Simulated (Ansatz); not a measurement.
# CH6ClGeN: basis-set convergence

An exercise on one series of results from a longer session: the logs are not shown, and one member is left open.

Method: one geometry, several basis sets; program: Ansatz 0.2.0, Gaussian basis.

Levels to be run: PBE0-D4/def2-SVP; ωB97M-V/def2-SVP; PBE0-D4/def2-QZVPP; ωB97M-V/def2-QZVPP; the functionals' def2-TZVPP values are taken from earlier runs.

### Structure used throughout

All runs share one geometry, relaxed beforehand with PBE0-D4 in a triple-zeta def2 set.

SMILES `C[NH][GeH2][Cl]`, 10 atoms, charge 0, spin multiplicity 1.

Atoms are counted from 1 here; the program's logs count them from 0.

Bond lengths: C1–N2 1.452 Å, C1–H5 1.097 Å, C1–H6 1.093 Å, C1–H7 1.093 Å, N2–Ge3 1.813 Å, N2–H8 1.010 Å, Ge3–Cl4 2.179 Å, Ge3–H9 1.531 Å, Ge3–H10 1.530 Å. Angles: N2–C1–H5 114.0°, N2–C1–H6 110.1°, N2–C1–H7 109.5°, H5–C1–H6 108.3°, H5–C1–H7 107.6°, H6–C1–H7 107.1°, C1–N2–Ge3 119.8°, C1–N2–H8 112.3°, Ge3–N2–H8 113.7°, N2–Ge3–Cl4 112.1°, N2–Ge3–H9 108.6°, N2–Ge3–H10 109.0°, Cl4–Ge3–H9 105.3°, Cl4–Ge3–H10 106.4°, H9–Ge3–H10 115.5°.

The first run:

in.yaml

```yaml
crystal:
  periodic: [false, false, false]
  atoms:
    - {symbol: C, position_ang: [0.084227, 1.012581, -0.987781]}
    - {symbol: N, position_ang: [-0.629369, 0.428835, 0.133963]}
    - {symbol: Ge, position_ang: [0.141295, -0.897817, 1.100689]}
    - {symbol: Cl, position_ang: [0.548320, -2.662856, -0.111205]}
    - {symbol: H, position_ang: [0.139675, 0.360744, -1.868438]}
    - {symbol: H, position_ang: [-0.388938, 1.952107, -1.285324]}
    - {symbol: H, position_ang: [1.107779, 1.249214, -0.686305]}
    - {symbol: H, position_ang: [-1.603454, 0.263722, -0.076265]}
    - {symbol: H, position_ang: [1.511656, -0.416800, 1.584876]}
    - {symbol: H, position_ang: [-0.828094, -1.340833, 2.198789]}
basis:
  gaussian: {orbitals: def2-SVP}
hamiltonian: {xc: pbe0, dispersion: d4}
output: {orbitals: {seedname: orbitals}}
```

On the command line:

```
$ ansatz run in.yaml --threads 4 --pin off --events-out ev --progress --plain --max-ram 10444MiB
```

Steps of the session up to this table: PBE0-D4 in def2-SVP; ωB97M-V in def2-SVP; PBE0-D4 in def2-QZVPP; ωB97M-V in def2-QZVPP.

One table of the session follows, with a row left open; its other results are not shown here.

It belongs to the step «Functionals by basis». 

```
functional       basis  HOMO (eV)  LUMO (eV)
   PBE0-D4    def2-SVP      -7.06       0.71
   PBE0-D4  def2-TZVPP      -7.20       0.31
   PBE0-D4  def2-QZVPP      -7.24       0.09
   ωB97M-V    def2-SVP          ?          ?
   ωB97M-V  def2-TZVPP      -9.52       2.17
   ωB97M-V  def2-QZVPP      -9.55       1.61
```

Q: Estimate the row for ωB97M-V, def2-SVP from the others.

As computed: HOMO (eV): -9.34; LUMO (eV): 2.74. In the column «HOMO (eV)» it lies between ωB97M-V, def2-TZVPP (-9.52) and PBE0-D4, def2-QZVPP (-7.24).
